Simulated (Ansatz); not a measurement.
# BFGeH4O: one species, many methods

The task here is to estimate one member of a computed series from the others.

Method: functionals in def2-TZVPP, the program's frozen cores in correlated methods; program: Ansatz 0.2.0, Gaussian basis.

Levels to be run: LDA (SPW92), PBE-D4, revPBE-D4, BLYP-D4, r2SCAN-D4, B97M-V, PBE0-D4, B3LYP-D4, r2SCANh-D4, r2SCAN0-D4, HSE06-D4, BHLYP-D4, CAM-B3LYP-D4, LC-ωPBE, ωB97X-V, ωB97M-V, B2PLYP, PBE-QIDH; CCSD(T)/def2-SVP; CCSD(T)/def2-TZVPP; MP2/def2-QZVPP; extrapolation to the limit; RPA on PBE.

**The relaxed structure**

The geometry comes from an earlier relaxation with PBE0-D4 in a triple-zeta def2 set; it is a stationary point, not always the lowest conformer.

8 atoms, charge 0, spin multiplicity 1.

Atoms are counted from 1 here; the program's logs count them from 0.

Bond lengths: O1–B2 1.348 Å, O1–H5 0.959 Å, B2–F3 1.326 Å, B2–Ge4 2.083 Å, Ge4–H6 1.537 Å, Ge4–H7 1.542 Å, Ge4–H8 1.537 Å. Angles: B2–O1–H5 113.9°, O1–B2–F3 116.0°, O1–B2–Ge4 124.8°, F3–B2–Ge4 119.2°, B2–Ge4–H6 111.1°, B2–Ge4–H7 110.5°, B2–Ge4–H8 111.2°, H6–Ge4–H7 107.9°, H6–Ge4–H8 108.1°, H7–Ge4–H8 107.9°.

Set-up of the first run:

File in.yaml:

```yaml
crystal:
  periodic: [false, false, false]
  atoms:
    - {symbol: O, position_ang: [1.776923, 0.708263, -0.630460]}
    - {symbol: B, position_ang: [1.057573, -0.138147, 0.132930]}
    - {symbol: F, position_ang: [1.755168, -0.962282, 0.903174]}
    - {symbol: Ge, position_ang: [-1.023162, -0.225570, 0.173810]}
    - {symbol: H, position_ang: [1.242803, 1.290053, -1.175228]}
    - {symbol: H, position_ang: [-1.563438, 0.082979, 1.579004]}
    - {symbol: H, position_ang: [-1.625134, 0.805152, -0.802461]}
    - {symbol: H, position_ang: [-1.528534, -1.617548, -0.236569]}
basis:
  gaussian: {orbitals: def2-TZVPP}
hamiltonian: {xc: lda}
output: {orbitals: {seedname: orbitals}}
```

The run is started by

```console
> ansatz run in.yaml --threads 2 --pin off --events-out ev --progress --plain --max-ram 4352MiB
```

Among the steps run: LDA; PBE-D4 (GGA); revPBE-D4 (GGA); BLYP-D4 (GGA); r2SCAN-D4 (meta-GGA); B97M-V (meta-GGA); B3LYP-D4 (hybrid); r2SCANh-D4 (hybrid); r2SCAN0-D4 (hybrid); HSE06-D4 (hybrid); BHLYP-D4 (hybrid); CAM-B3LYP-D4 (range-separated); LC-ωPBE (range-separated); ωB97X-V (range-separated); ωB97M-V (range-separated); B2PLYP (double hybrid); PBE-QIDH (double hybrid).

One of the session's tables, all rows but one given; the rest of the session is left out.

It belongs to the step «Frontier levels by functional». 

```
  functional  HOMO (eV)  gap (eV)
 LDA (SPW92)      -7.31      5.64
      PBE-D4      -7.17      5.73
   revPBE-D4          ?         ?
     BLYP-D4      -7.07      5.76
   r2SCAN-D4      -7.47      6.30
      B97M-V      -7.57      6.34
     PBE0-D4      -8.49      7.97
    B3LYP-D4      -8.29      7.55
  r2SCANh-D4      -7.96      7.11
  r2SCAN0-D4      -8.69      8.32
    HSE06-D4      -8.09      7.19
    BHLYP-D4      -9.75     10.19
CAM-B3LYP-D4      -9.88     10.47
     LC-ωPBE     -11.19     12.97
     ωB97X-V     -10.85     12.51
     ωB97M-V     -10.67     12.13
```

Estimate the missing values for revPBE-D4.

The run gave: HOMO (eV): -7.10; gap (eV): 5.77. In the column «HOMO (eV)» it lies between PBE-D4 (-7.17) and BLYP-D4 (-7.07).
